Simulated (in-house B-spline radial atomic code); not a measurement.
# Os⁴⁵⁺: excited configurations in jj coupling

Aim: the energies of several excited configurations of Os⁴⁵⁺ above a reference configuration, each from its own self-consistent run.

The numbers are computed with in-house B-spline radial atomic code version 1 (Dirac-Hartree-Fock, average of configuration, Fermi nucleus, basis-set limit), except any that are marked as measured or tabulated.

## (1) The atom as given

- element: osmium (Z = 76)
- charge: +45
- electrons: 31
- configuration: 1s2 2s2 2p6 3s2 3p6 3d10 4s2 4p-1
- Hamiltonian: Dirac-Coulomb
- nucleus: Fermi, rms radius 5.413 fm

In configurations, a minus sign after the shell means j = l − 1/2 and a plus sign j = l + 1/2; the count of electrons follows.

Settings of the run:

```ini
Z = 76
electrons = 31.0
configuration = 1s2 2s2 2p6 3s2 3p6 3d10 4s2 4p-1
hamiltonian = dirac
method = hf
spin_polarised = False
nucleus = fermi
rms_radius = 5.4126
mass_number = 192
atomic_mass = 191.961478765
speed_of_light = 137.035999084
```

This reference run was done before. Its total energy is -15884.086003 hartree, and its levels are (the highest eight at most):

```tsv
orbital	occupation	energy (eV)	<r> (bohr)
2p3/2	4	-13207.0	0.06938
3s1/2	2	-5238.37	0.1896
3p1/2	2	-4985.83	0.1799
3p3/2	4	-4628.78	0.1937
3d3/2	4	-4224.00	0.1688
3d5/2	6	-4146.55	0.1731
4s1/2	2	-2499.22	0.3803
4p1/2	1	-2403.19	0.3760
```

## (2) Configuration 1s2 2s2 2p6 3s2 3p-1 3p+4 3d10 4s2 4p+1 7s1

Settings of the run:

```ini
Z = 76
electrons = 31.0
configuration = 1s2 2s2 2p6 3s2 3p-1 3p+4 3d10 4s2 4p+1 7s1
hamiltonian = dirac
method = hf
spin_polarised = False
nucleus = fermi
rms_radius = 5.4126
mass_number = 192
atomic_mass = 191.961478765
speed_of_light = 137.035999084
```

## (3) Configuration 1s2 2s2 2p6 3s2 3p-1 3p+4 3d10 4s2 4p+1 8g+1

The settings differ from step 2 so:

```diff
@@ -2,3 +2,3 @@
 electrons = 31.0
-configuration = 1s2 2s2 2p6 3s2 3p-1 3p+4 3d10 4s2 4p+1 7s1
+configuration = 1s2 2s2 2p6 3s2 3p-1 3p+4 3d10 4s2 4p+1 8g+1
 hamiltonian = dirac
```

## (4) Run with 1s2 2s2 2p6 3s2 3p-1 3p+4 3d10 4s2 4p-1 6s1

The settings differ from step 3 so:

```diff
@@ -2,3 +2,3 @@
 electrons = 31.0
-configuration = 1s2 2s2 2p6 3s2 3p-1 3p+4 3d10 4s2 4p+1 8g+1
+configuration = 1s2 2s2 2p6 3s2 3p-1 3p+4 3d10 4s2 4p-1 6s1
 hamiltonian = dirac
```

## (5) Configuration 1s2 2s2 2p6 3s2 3p6 3d10 4s1 4p-1 5g-1

The settings differ from step 4 so:

```diff
@@ -2,3 +2,3 @@
 electrons = 31.0
-configuration = 1s2 2s2 2p6 3s2 3p-1 3p+4 3d10 4s2 4p-1 6s1
+configuration = 1s2 2s2 2p6 3s2 3p6 3d10 4s1 4p-1 5g-1
 hamiltonian = dirac
```

## (6) 1s2 2s2 2p6 3s2 3p6 3d10 4s2 6g+1

The settings differ from step 5 so:

```diff
@@ -2,3 +2,3 @@
 electrons = 31.0
-configuration = 1s2 2s2 2p6 3s2 3p6 3d10 4s1 4p-1 5g-1
+configuration = 1s2 2s2 2p6 3s2 3p6 3d10 4s2 6g+1
 hamiltonian = dirac
```

## (7) Run with 1s2 2s2 2p6 3s2 3p6 3d10 4s2 4p+1

The settings differ from step 6 so:

```diff
@@ -2,3 +2,3 @@
 electrons = 31.0
-configuration = 1s2 2s2 2p6 3s2 3p6 3d10 4s2 6g+1
+configuration = 1s2 2s2 2p6 3s2 3p6 3d10 4s2 4p+1
 hamiltonian = dirac
```

How far above the reference does each configuration lie (order and size, in eV)?

**Answer**, as computed:

| net move | configuration | energy above the reference (eV) | with Breit, QED, recoil (eV) | largest <r> (bohr) |
| --- | --- | --- | --- | --- |
| 4p1/2 → 4p3/2 | 1s2 2s2 2p6 3s2 3p6 3d10 4s2 4p+1 | 114.80 | 113.60 | 0.396 |
| 4s → 5g7/2 | 1s2 2s2 2p6 3s2 3p6 3d10 4s1 4p-1 5g-1 | 1334.03 | 1330.48 | 0.584 |
| 4p1/2 → 6g9/2 | 1s2 2s2 2p6 3s2 3p6 3d10 4s2 6g+1 | 1594.61 | 1591.36 | 0.941 |
| 3p1/2 → 6s | 1s2 2s2 2p6 3s2 3p-1 3p+4 3d10 4s2 4p-1 6s1 | 3991.63 | 3982.35 | 0.954 |
| 3p1/2, 4p1/2 → 4p3/2, 7s | 1s2 2s2 2p6 3s2 3p-1 3p+4 3d10 4s2 4p+1 7s1 | 4394.38 | 4383.60 | 1.34 |
| 3p1/2, 4p1/2 → 4p3/2, 8g9/2 | 1s2 2s2 2p6 3s2 3p-1 3p+4 3d10 4s2 4p+1 8g+1 | 4641.44 | 4630.14 | 1.84 |

**Reading.** At the bottom stands 4p1/2 → 4p3/2 (114.80 eV), at the top 3p1/2, 4p1/2 → 4p3/2, 8g9/2 (4641.44 eV). 3 of them lie more than 2 % above the ionisation threshold that Koopmans' theorem gives (2403.19 eV), where such states can decay by emitting an electron. Two partly filled shells share a symmetry and can mix in the average, which may lower the energy, for: 3p1/2 → 6s. These are averages over configurations, without correlation, not spectroscopic levels.
